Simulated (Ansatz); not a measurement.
# MnO2: the cost of one run

Computed with Ansatz 0.2.0 (DFT, at the levels named in each step, unless a step's input says otherwise).

1 further run of the same task is left out (it didn't finish). Runs told in other sessions of the task aren't counted.

### 1 The system as given

It takes space group P-3m1 (No. 164, trigonal). Conventional cell: a = 2.857 Å, b = 2.857 Å, c = 4.601 Å, α = 90.00°, β = 90.00°, γ = 120.00°. Mn (site symmetry -3m) has 6 O at 1.90 Å in its first shell of neighbours. O (site symmetry 3m) has 3 Mn at 1.90 Å in its first shell of neighbours.

Structure file:

```cif
data_structure
_symmetry_space_group_name_H-M 'P 1'
_symmetry_Int_Tables_number 1
_cell_length_a 2.8566
_cell_length_b 2.8566
_cell_length_c 4.6014
_cell_angle_alpha 90.000
_cell_angle_beta 90.000
_cell_angle_gamma 120.000
_cell_volume 32.52
loop_
_atom_site_label
_atom_site_type_symbol
_atom_site_fract_x
_atom_site_fract_y
_atom_site_fract_z
_atom_site_occupancy
Mn1 Mn 0.00000 0.00000 0.50000 1
O1 O 0.66667 0.33333 0.29371 1
O2 O 0.33333 0.66667 0.70629 1
```

Atoms are numbered in the order of the input: Mn1, O2, O3.

### 2 No U, LAPW

File input.yaml:

```yaml
crystal:
  lattice:
    - [2.8565781804, 0.0, 0.0]
    - [-1.4282890902, 2.4738692722, 0.0]
    - [0.0, 0.0, 4.6013740589]
  atoms:
    - { symbol: Mn, position: [0.0, 0.0, 0.5], spin: 4.0 }
    - { symbol: O, position: [0.6666666667, 0.3333333333, 0.29370743] }
    - { symbol: O, position: [0.3333333333, 0.6666666667, 0.70629257] }
magnetization:
  spin_polarized: true
kpoints:
  mp_grid: { grid: [11, 11, 6] }
scf:
  occupations: { method: fermi_dirac, width: 0.03 }
hamiltonian:
  xc: lda
  pseudopotentials: { kind: all_electron, lapw: { basis_error: 0.001 } }
output:
  forces: true
  stress: true
  eigenvalues: true
  hubbard: { sites: [{ species: Mn, l: d }] }
  populations: true
```

Started as:

```sh
> ansatz run input.yaml --threads 2 --pin off --max-ram 6144MiB --backend cpu --events-out ev --progress --plain --runs-dir out
```

**Question.** How long does this run take on 2 threads of Arm Neoverse V2, shared host, and how much memory does it need?

About 30 s, with a peak of 0.73 GiB.
